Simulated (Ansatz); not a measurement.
# AlFH₄SSi: how energies converge with the basis set

Aim: see how fast density functionals converge with the basis set for AlFH₄SSi.

Method: one geometry, several basis sets; program: Ansatz 0.2.0, Gaussian basis.

The runs, in order: PBE0-D4/def2-SVP; ωB97M-V/def2-SVP; PBE0-D4/def2-QZVPP; ωB97M-V/def2-QZVPP; the functionals' def2-TZVPP values are taken from earlier runs.

## Step 1: Structure used throughout

An earlier PBE0-D4 in a triple-zeta def2 set relaxation fixed the geometry.

SMILES `[F][Al]([SiH3])[SH]`, 8 atoms, charge 0, spin multiplicity 1.

Atoms are counted from 1 here; the program's logs count them from 0.

Bond lengths: F1–Al2 1.652 Å, Al2–Si3 2.437 Å, Al2–S4 2.177 Å, Si3–H5 1.489 Å, Si3–H6 1.488 Å, Si3–H7 1.489 Å, S4–H8 1.346 Å. Angles: F1–Al2–Si3 120.2°, F1–Al2–S4 116.6°, Si3–Al2–S4 123.2°, Al2–Si3–H5 110.5°, Al2–Si3–H6 110.5°, Al2–Si3–H7 110.5°, H5–Si3–H6 108.5°, H5–Si3–H7 108.2°, H6–Si3–H7 108.5°, Al2–S4–H8 92.5°.

## Step 2: PBE0-D4 in def2-SVP

in.yaml reads:

```yaml
crystal:
  periodic: [false, false, false]
  atoms:
    - {symbol: F, position_ang: [1.170630, -1.867093, -0.843944]}
    - {symbol: Al, position_ang: [0.037994, -0.882723, -0.153352]}
    - {symbol: Si, position_ang: [0.439482, 1.514754, 0.023555]}
    - {symbol: S, position_ang: [-1.779132, -1.843119, 0.563549]}
    - {symbol: H, position_ang: [0.617015, 2.114233, -1.327468]}
    - {symbol: H, position_ang: [-0.706586, 2.187635, 0.692633]}
    - {symbol: H, position_ang: [1.672084, 1.780326, 0.814926]}
    - {symbol: H, position_ang: [-1.359288, -3.061114, 0.174299]}
basis:
  gaussian: {orbitals: def2-SVP}
hamiltonian: {xc: pbe0, dispersion: d4}
output: {orbitals: {seedname: orbitals}}
```

Started as:

```bash
ansatz run in.yaml --threads 2 --pin off --events-out ev --progress --plain --max-ram 4352MiB
```

After this run come: ωB97M-V in def2-SVP; PBE0-D4 in def2-QZVPP; ωB97M-V in def2-QZVPP.

**Question.** What will the summary of the whole plan be? Wanted: PBE0-D4: double and triple zeta above quadruple; ωB97M-V: double and triple zeta above quadruple.

The runs gave:

| quantity | value |
| --- | --- |
| PBE0-D4: double and triple zeta above quadruple | 13.32, 0.96 eV |
| ωB97M-V: double and triple zeta above quadruple | 13.33, 0.91 eV |

**Reading.** For PBE0-D4 the step from double to triple zeta gains 12.36 eV and the next only 0.96 eV. Total energies overstate the basis error of differences, where much of it tends to cancel.
